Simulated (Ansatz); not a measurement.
**SiCl3 (SMILES Cl[Si](Cl)Cl) at UB3LYP/6-31G(d) (spherical functions)**

Aim: the vertical doublet–quartet gap of SiCl3 at UB3LYP/6-31G* (spherical functions), from 2 runs. 

The calculation is run with Ansatz 0.2.0.

25 further runs of the same task are left out: 2 that didn't finish, 23 set aside as unsound or not needed.

**1. The molecule**

SiCl3: 4 atoms, total charge 0, spin state doublet. As SMILES, `Cl[Si](Cl)Cl`. Geometry: relaxed at PBE0-D4/def2-TZVP.

Bond lengths: Cl1–Si2 2.043 Å, Si2–Cl3 2.043 Å, Si2–Cl4 2.043 Å. Angles: Cl1–Si2–Cl3 109.4°, Cl1–Si2–Cl4 109.4°, Cl3–Si2–Cl4 109.5°.

**2. The energy at UB3LYP/6-31G(d) (spherical functions)**

Contents of input.yaml:

```yaml
crystal:
  periodic: [false, false, false]
  atoms:
    - {symbol: Cl, position_ang: [-1.524800, -0.591600, 1.030100]}
    - {symbol: Si, position_ang: [0.116100, 0.389400, 0.310600]}
    - {symbol: Cl, position_ang: [1.694700, -0.903800, 0.219000]}
    - {symbol: Cl, position_ang: [-0.286000, 1.105900, -1.559700]}
basis:
  gaussian: {orbitals: 6-31G_st_-spherical.json}
magnetization: {spin_polarized: true, initial_magnetization: 1}
hamiltonian: {xc: {name: B3LYP}}
accuracy: high
output: {orbitals: {seedname: orbitals}}
```

The basis set 6-31G* is read from a file made from the Basis Set Exchange's data (not shown).

Started as:

```bash
$ ansatz run input.yaml --threads 1 --pin off --max-ram 3480MiB --events-out events.jsonl --progress --plain --runs-dir runs
```

Log:

```text
Warning: RAYON_NUM_THREADS=1 ignored (pool sized by the plan → 1); use --threads N
Functional definition: B3LYP
  name "B3LYP"
  parameter a0 = 0.2
  parameter ax = 0.72
  parameter ac = 0.81
  exchange = (1 - a0 - ax)*slater_x + ax*b88_x + a0*exact_x
  correlation = (1 - ac)*vwn_rpa_c + ac*lyp_c
1432 factors; integrals over basis functions are off by at most 5.3e-9 eV
mean field evaluation 1: about -45446.6838 eV, gradient 1.1e1 eV
mean field evaluation 2: about -45446.4462 eV, gradient 1.3e1 eV
mean field evaluation 4: about -45447.4872 eV, gradient 3.1e-1 eV
mean field evaluation 8: about -45447.5943 eV, gradient 1.5e-2 eV
mean field evaluation 16: about -45447.5943 eV, gradient 2.2e-6 eV
mean field -45447.59427881 eV, -1670.1682842603 hartree, gradient 1.6e-8 eV, S^2 0.751586; 0 other end points of the search recorded, 0 dependent functions left out
reference -45447.59431509 eV, -1670.1682855938 hartree; 33, 32 occupied and 39, 40 virtual orbitals, 1432 factors
Total energy: -45447.59431509 eV, -1670.1682855938 hartree
```

Run time: 10 s. Hardware: 1 thread of Arm Neoverse V2, shared host; peak memory 0.34 GiB.

**3. The quartet, same level**

Contents of run.yaml:

```yaml
crystal:
  periodic: [false, false, false]
  atoms:
    - {symbol: Cl, position_ang: [-1.524800, -0.591600, 1.030100]}
    - {symbol: Si, position_ang: [0.116100, 0.389400, 0.310600]}
    - {symbol: Cl, position_ang: [1.694700, -0.903800, 0.219000]}
    - {symbol: Cl, position_ang: [-0.286000, 1.105900, -1.559700]}
basis:
  gaussian:
    orbitals: 6-31G_st_-spherical.json
magnetization:
  spin_polarized: true
  initial_magnetization: 3
hamiltonian:
  xc: {name: B3LYP}
accuracy: high
output: {orbitals: {seedname: orbitals}}
```

The basis set 6-31G* is read from a file made from the Basis Set Exchange's data (not shown).

Started as:

```bash
$ ansatz run run.yaml --threads 1 --pin off --max-ram 3480MiB --events-out events.jsonl --progress --plain --runs-dir runs
```

Log, shortened:

```text
Warning: RAYON_NUM_THREADS=1 ignored (pool sized by the plan → 1); use --threads N
[... 2 set-up lines as earlier in the session ...]
[...]
1432 factors; integrals over basis functions are off by at most 5.3e-9 eV
[...]
mean field -45440.01031479 eV, -1669.8895787233 hartree, gradient 1.2e-8 eV, S^2 3.755209; 10 other end points of the search recorded, 0 dependent functions left out
reference -45440.01035059 eV, -1669.8895800389 hartree; 34, 31 occupied and 38, 41 virtual orbitals, 1432 factors
Total energy: -45440.01035059 eV, -1669.8895800389 hartree
```

It took 1.8 min on 1 thread of Arm Neoverse V2, shared host; peak memory 0.46 GiB.

**4. Summary of results**

At UB3LYP/6-31G* (spherical functions):

| quantity | value |
| --- | --- |
| doublet: total energy | -1670.16829 Eh |
| doublet: HOMO energy (highest over α and β) | -6.91 eV |
| doublet: LUMO energy (lowest over α and β) | -3.98 eV |
| doublet: ⟨S²⟩ | 0.752 |
| quartet: total energy | -1669.88958 Eh |
| quartet: HOMO energy (highest over α and β) | -1.59 eV |
| quartet: ⟨S²⟩ | 3.755 |
| vertical energy of the quartet above the doublet | 7.584 eV |

At this shape the quartet lies 7.58 eV (732 kJ/mol) above the doublet.
